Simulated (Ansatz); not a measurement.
A nudged elastic band was laid between two geometries of a periodic cell of 63 atoms, Si₆₂P (host Si, host structure diamond, dopant P, one Si atom removed), cell charge -1.

These are results of DFT PBE, scalar-relativistic, plane waves, PAW (Ansatz), not measurements. Settings: PAW set soft_1, cutoff 420 eV, k mesh 1x1x1, gaussian smearing 0.02 eV, no spin polarisation.

- movable images: 5
- climbing image: yes
- spring: 5.0 eV/Å²
- optimiser: lbfgs
- start path: IDPP
- force threshold: 0.03 eV/Å
- iteration limit: 80
- end points: relaxed

First end point:

```xyz
63
Lattice="10.8600 0.0000 0.0000 0.0000 10.8600 0.0000 0.0000 0.0000 10.8600" Properties=species:S:1:pos:R:3
Si 5.427 -0.001 0.008
Si 6.811 1.356 1.356
Si 8.175 2.752 0.051
Si 9.558 4.104 1.438
Si 8.167 0.011 2.737
Si 9.542 1.380 4.088
Si -0.010 -0.063 0.021
Si 1.378 1.348 1.288
Si 2.717 2.735 -0.063
Si 4.078 4.037 1.354
Si 5.419 5.415 0.014
Si 6.855 6.745 1.442
Si 8.138 8.121 0.035
Si 9.500 9.438 1.426
Si 2.772 0.048 2.663
Si 4.148 1.348 4.055
Si 5.497 2.737 2.716
Si 6.860 4.105 4.098
Si 8.365 5.502 2.931
Si 9.867 6.780 4.516
Si 5.415 -0.064 5.445
Si 6.736 1.376 6.780
Si 8.176 2.713 5.469
Si 9.506 4.121 6.782
Si 8.091 0.083 8.204
Si 9.515 1.378 9.557
Si 0.001 5.434 -0.006
Si 1.348 6.753 1.390
Si 2.708 8.104 -0.003
Si 4.086 9.469 1.348
Si 0.095 2.696 2.712
P 1.365 4.043 4.074
Si 2.705 5.352 2.731
Si 4.047 6.754 4.085
Si 5.439 8.106 2.726
Si 6.817 9.467 4.084
Si 0.001 -0.005 5.434
Si 1.346 1.381 6.753
Si 2.726 2.694 5.341
Si 3.997 4.104 6.736
Si 5.442 5.433 5.434
Si 6.787 6.795 6.805
Si 8.201 8.144 5.495
Si 9.444 9.594 6.850
Si 2.698 0.012 8.128
Si 4.080 1.357 9.483
Si 5.384 2.754 8.121
Si 6.780 4.075 9.516
Si 8.135 5.434 8.160
Si 9.492 6.795 9.507
Si 0.041 8.098 2.812
Si 1.404 9.568 4.032
Si 0.923 6.787 6.430
Si 2.626 8.098 5.393
Si 4.009 9.439 6.794
Si -0.036 2.718 8.115
Si 1.337 4.106 9.435
Si 2.504 5.502 7.930
Si 3.991 6.745 9.439
Si 5.400 8.124 8.157
Si 6.771 9.492 9.526
Si -0.058 8.149 8.095
Si 1.353 9.469 9.481
```

Last end point:

Only the atoms that move by more than 0.05 Å are listed.
```
Si7 0.022 -0.016 -0.016
Si8 1.368 1.355 1.355
Si9 2.727 2.703 -0.013
Si12 6.787 6.769 1.378
Si14 9.521 9.503 1.378
Si15 2.727 -0.013 2.703
Si16 4.075 1.355 4.062
Si17 5.443 2.703 2.703
Si18 6.778 4.074 4.074
Si19 8.174 5.426 2.758
Si20 9.519 6.771 4.174
Si21 5.446 -0.016 5.408
Si22 6.787 1.378 6.769
Si23 8.174 2.758 5.426
Si24 9.519 4.174 6.771
Si25 8.137 0.028 8.153
Si26 9.521 1.378 9.503
Si31 0.162 2.770 2.770
P32 0.041 5.389 5.389
Si33 2.660 5.268 2.770
Si39 2.660 2.770 5.268
Si43 8.133 8.157 5.460
Si44 9.491 9.536 6.799
Si51 0.004 8.116 2.758
Si52 1.356 9.512 4.074
Si53 1.256 6.771 6.771
Si54 2.672 8.116 5.426
Si55 4.052 9.503 6.769
Si56 0.004 2.758 8.116
Si57 1.356 4.074 9.512
Si58 2.672 5.426 8.116
Si59 4.052 6.769 9.503
Si62 -0.030 8.157 8.157
```

What changes between the two ends?

The atom that moves furthest is P32, by 2.30 Å; four of its nearest neighbours are Si39 2.30, Si31 2.30, Si33 2.31, Si20 3.64 Å at the first end and Si20 2.30, Si24 2.30, Si53 2.30, Si33 3.71 Å at the last.

What energy profile does the band end with?

It converged. The highest image is number 3 of 0 to 6, 0.95 eV above the first end and 0.76 eV above the last; the last end lies 0.19 eV above the first. By the program's own check the climbing image is a first-order saddle point (lowest curvatures found: -2.89 and 0.70 eV/Å²). Limits of this set-up: coarse k mesh, no spin, though dangling bonds at a vacancy may carry it, a typed lattice constant that wasn't relaxed here, charged cell in a uniform background, uncorrected.

```
image  path coordinate (Å)  energy (eV)  Si31–P32 (Å)  P32–Si33 (Å)  P32–Si39 (Å)
    0                 0.00         0.00          2.30          2.31          2.30
    1                 0.76         0.26          2.32          2.39          2.32
    2                 1.52         0.63          2.33          2.91          2.34
    3                 2.27         0.95          2.39          3.27          2.76
    4                 3.01         0.62          2.55          3.49          3.44
    5                 3.74         0.34          3.28          3.61          3.59
    6                 4.48         0.19          3.71          3.71          3.71
```

What is the geometry of the highest image?


```xyz
63
Lattice="10.8600 0.0000 0.0000 0.0000 10.8600 0.0000 0.0000 0.0000 10.8600" Properties=species:S:1:pos:R:3
Si 5.425 0.005 -0.003
Si 6.778 1.350 1.359
Si 8.130 2.707 -0.021
Si 9.475 4.070 1.362
Si 8.155 -0.084 2.646
Si 9.410 1.276 4.078
Si 0.056 0.118 0.130
Si 1.325 1.573 1.563
Si 2.698 2.760 0.038
Si 4.154 4.120 1.280
Si 5.540 5.465 -0.070
Si 6.792 6.847 1.393
Si 8.176 8.117 -0.016
Si 9.572 9.441 1.341
Si 2.700 0.053 2.735
Si 3.997 1.458 4.095
Si 5.416 2.726 2.704
Si 6.782 4.066 4.069
Si 8.177 5.432 2.749
Si 9.674 6.613 4.147
Si 5.413 0.026 5.432
Si 6.704 1.365 6.861
Si 8.063 2.622 5.430
Si 9.659 3.927 6.517
Si 8.140 -0.012 8.148
Si 9.497 1.339 9.528
Si 0.014 5.420 0.025
Si 1.422 6.710 1.411
Si 2.720 8.132 0.030
Si 4.054 9.532 1.367
Si -0.145 2.874 2.994
P 0.334 4.417 4.755
Si 2.766 5.283 2.739
Si 4.027 6.751 4.053
Si 5.392 8.166 2.763
Si 6.815 9.485 4.076
Si -0.005 -0.006 5.437
Si 1.361 1.392 6.755
Si 2.545 2.887 5.356
Si 3.995 4.128 6.739
Si 5.433 5.449 5.425
Si 6.841 6.772 6.773
Si 8.248 8.068 5.412
Si 9.517 9.486 6.803
Si 2.775 0.005 8.113
Si 4.044 1.387 9.524
Si 5.369 2.782 8.166
Si 6.905 4.125 9.379
Si 8.359 5.397 7.947
Si 9.548 6.771 9.470
Si 0.058 8.066 2.768
Si 1.377 9.504 4.082
Si 1.212 6.835 6.769
Si 2.678 8.098 5.456
Si 4.093 9.464 6.744
Si -0.001 2.687 8.145
Si 1.349 4.086 9.481
Si 2.639 5.493 8.096
Si 4.061 6.790 9.477
Si 5.460 8.126 8.141
Si 6.793 9.497 9.510
Si 0.051 8.225 8.229
Si 1.394 9.613 9.578
```

The band took 34 iterations and of the order of 70 core-minutes.

The run took 26 min on 4 threads of Arm Neoverse V1 (shared host), peak memory 3.8 GiB.
